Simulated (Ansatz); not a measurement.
C2H8SiSn, SMILES C=[CH][SnH2][SiH3], an atomisation energy

Computed with the Ansatz DFT code, driven from Python.

Script `tae_c2h8sisn.py`:
```python
"""Atomisation energy of C2H8SiSn at the given geometry."""

from collections import Counter

import ansatz as az
from ase import Atoms

BASIS_SET = "def2-SVP"
FUNCTIONAL = "hf"


def energy_of(molecule, charge=0, unpaired=0):
    calc = molecule.calculation().basis(gaussian=BASIS_SET).functional(FUNCTIONAL)
    if charge:
        calc = calc.charge(charge)
    if unpaired:
        calc = calc.spin("collinear", total=unpaired)
    return calc.run().report["free_energy_ev"]

atoms = Atoms(["C", "C", "Sn", "Si", "H", "H", "H", "H", "H", "H", "H", "H"], positions=[
    (-0.9921, 1.905, -0.0164),
    (-0.1456, 1.4508, 0.8187),
    (0.0815, -0.6418, 0.9968),
    (0.8158, -1.5834, -1.2331),
    (-1.6516, 1.2809, -0.6488),
    (-1.1657, 3.0394, -0.1245),
    (0.4973, 2.1232, 1.4211),
    (1.4203, -0.9598, 2.1644),
    (-1.3836, -1.3474, 1.59),
    (0.9037, -3.0501, -1.0931),
    (1.9962, -0.9923, -1.6569),
    (-0.2993, -1.2797, -2.1843),
])
system = az.Crystal.molecule_from_ase(atoms)

# Hund ground states
unpaired = {"C": 2, "Sn": 2, "Si": 2, "H": 1}
counts = Counter(site.symbol for site in system.cartesian_sites)
atom_energy = {s: energy_of(az.Crystal.molecule().atom(s, (0, 0, 0)), 0, unpaired[s]) for s in counts}
whole = energy_of(system, 0, 0)
for s, e in atom_energy.items():
    print(f"{s:2s} x{counts[s]}  {e:14.5f} eV")
print(f"C2H8SiSn: {whole:.5f} eV")
split = sum(counts[s] * e for s, e in atom_energy.items()) - whole
print(f"atomisation energy (no zero-point term): {split:.3f} eV, {split / sum(counts.values()):.3f} eV an atom")
```

```console
$ python tae_c2h8sisn.py
C  x2     -1024.37889 eV
Sn x1     -5805.17192 eV
Si x1     -7857.37291 eV
H  x8       -13.58606 eV
C2H8SiSn: -15849.30708 eV
atomisation energy (no zero-point term): 29.316 eV, 2.443 eV an atom
```

29.316 eV from the electronic energies, without the zero-point term.

Total energies depend on the basis set; only differences at equal settings carry meaning. The geometry is a force-field or estimated start, not a minimum of this method, and the basis set is short of its limit. All parts are taken at fixed geometry, without zero-point energy. def2 sets replace the cores of elements past krypton by effective core potentials. Hartree-Fock leaves correlation out, so bond, atomisation and ionisation energies come out well too low. The spin-orbit lowering of heavy atoms is left out. Wall time of the script: 2.6 s on 1 thread of Arm Neoverse V2, on a shared host, peak memory 0.3 GiB.
